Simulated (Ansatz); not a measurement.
# B3LYP/6-31G(d) (spherical functions) run of GeH3F (GeFH3)

What is the electronic atomisation energy of GeH3F (GeFH3) at B3LYP/6-31G* (spherical functions)? 

Program for the calculation: Ansatz 0.2.0.

10 further runs of the same task are left out: 10 set aside as unsound or not needed.

## (1) Starting point

GeH3F: 5 atoms, total charge 0, spin state singlet. SMILES: `[H][Ge]([H])([H])[F]`. Geometry: a GFN2-xTB relaxation, a rough one for these elements and not checked as a minimum.

Bond lengths: Ge1–F2 1.735 Å, Ge1–H3 1.493 Å, Ge1–H4 1.492 Å, Ge1–H5 1.493 Å. Angles: F2–Ge1–H3 103.4°, F2–Ge1–H4 103.3°, F2–Ge1–H5 103.4°, H3–Ge1–H4 114.7°, H3–Ge1–H5 114.9°, H4–Ge1–H5 114.9°.

## (2) A single-point energy at B3LYP/6-31G(d) (spherical functions)

Input file job.yaml:

```yaml
crystal:
  periodic: [false, false, false]
  atoms:
    - symbol: Ge
      position_ang: [-0.001260, 0.000720, -0.139740]
    - symbol: F
      position_ang: [0.010260, -0.018210, 1.594920]
    - symbol: H
      position_ang: [1.448570, 0.011740, -0.494610]
    - symbol: H
      position_ang: [-0.731820, 1.260740, -0.465520]
    - symbol: H
      position_ang: [-0.725750, -1.254990, -0.495050]
basis:
  gaussian:
    orbitals: 6-31Gs-spherical.json
hamiltonian:
  xc: {name: B3LYP}
accuracy: high
output: {orbitals: {seedname: orbitals}}
```

The basis set 6-31G* is read from a file made from the Basis Set Exchange's data (not shown).

Command:

```console
$ ansatz run job.yaml --threads 1 --pin off --max-ram 2610MiB --events-out events.jsonl --progress --plain --runs-dir runs
```

What it wrote:

```text
Warning: RAYON_NUM_THREADS=1 ignored (pool sized by the plan → 1); use --threads N
Functional definition: B3LYP
  name "B3LYP"
  parameter a0 = 0.2
  parameter ax = 0.72
  parameter ac = 0.81
  exchange = (1 - a0 - ax)*slater_x + ax*b88_x + a0*exact_x
  correlation = (1 - ac)*vwn_rpa_c + ac*lyp_c
1058 factors; integrals over basis functions are off by at most 3.9e-9 eV
mean field evaluation 1: about -59275.8475 eV, gradient 3.5e1 eV
mean field evaluation 2: about -59271.7381 eV, gradient 6.3e1 eV
mean field evaluation 4: about -59277.6055 eV, gradient 1.5e0 eV
mean field evaluation 8: about -59277.6746 eV, gradient 1.3e-1 eV
mean field evaluation 16: about -59277.6746 eV, gradient 4.4e-7 eV
mean field -59277.67458260 eV, -2178.4143610594 hartree, gradient 9.0e-8 eV, S^2 0.000000; 0 other end points of the search recorded, 0 dependent functions left out
reference -59277.67461890 eV, -2178.4143623937 hartree; 22, 22 occupied and 30, 30 virtual orbitals, 1058 factors
Total energy: -59277.67461890 eV, -2178.4143623937 hartree
```

Run time: 2.3 s. Hardware: 1 thread of Intel Xeon Platinum 8488C (Sapphire Rapids), shared host; peak memory 0.15 GiB.

## (3) The F atom at the same level

Input file job.yaml:

```yaml
crystal:
  periodic: [false, false, false]
  atoms:
    - symbol: F
      position_ang: [0.000000, 0.000000, 0.000000]
basis:
  gaussian: {orbitals: 6-31Gs-spherical.json}
magnetization: {spin_polarized: true, initial_magnetization: 1}
hamiltonian: {xc: {name: B3LYP}}
accuracy: high
```

The basis set 6-31G* is read from a file made from the Basis Set Exchange's data (not shown).

Run the same way, it converges to -99.71458 Eh (log not shown).

## (4) The Ge atom at the same level

Input file job.yaml:

```yaml
basis:
  gaussian: {orbitals: 6-31Gs-spherical.json}
crystal:
  periodic: [false, false, false]
  atoms:
    - {symbol: Ge, position_ang: [0.000000, 0.000000, 0.000000]}
accuracy: high
magnetization: {spin_polarized: true, initial_magnetization: 2}
hamiltonian: {xc: {name: B3LYP}}
```

The basis set 6-31G* is read from a file made from the Basis Set Exchange's data (not shown).

Run the same way, it converges to -2076.68559 Eh (log not shown).

## (5) The H atom, same level

Input file input.yaml:

```yaml
crystal:
  periodic: [false, false, false]
  atoms:
    - {symbol: H, position_ang: [0.000000, 0.000000, 0.000000]}
basis:
  gaussian:
    orbitals: "6-31G*"
magnetization:
  spin_polarized: true
  initial_magnetization: 1
hamiltonian:
  xc: {name: B3LYP}
accuracy: high
```

Run the same way, it converges to -0.50027 Eh (log not shown).

## (6) Results

At B3LYP/6-31G* (spherical functions):

| quantity | value |
| --- | --- |
| molecule: total energy | -2178.41436 Eh |
| molecule: HOMO energy | -9.12 eV |
| molecule: LUMO energy | -0.25 eV |
| molecule: HOMO–LUMO gap | 8.86 eV |
| F atom: total energy | -99.71458 Eh |
| F atom: ⟨S²⟩ | 0.751 |
| Ge atom: total energy | -2076.68559 Eh |
| Ge atom: ⟨S²⟩ | 2.002 |
| H atom: total energy | -0.50027 Eh |
| H atom: ⟨S²⟩ | 0.750 |
| electronic atomisation energy | 13.970 eV |

In words: Taking the molecule apart into free atoms costs 13.97 eV (322 kcal/mol), before zero-point energy and without spin-orbit coupling.
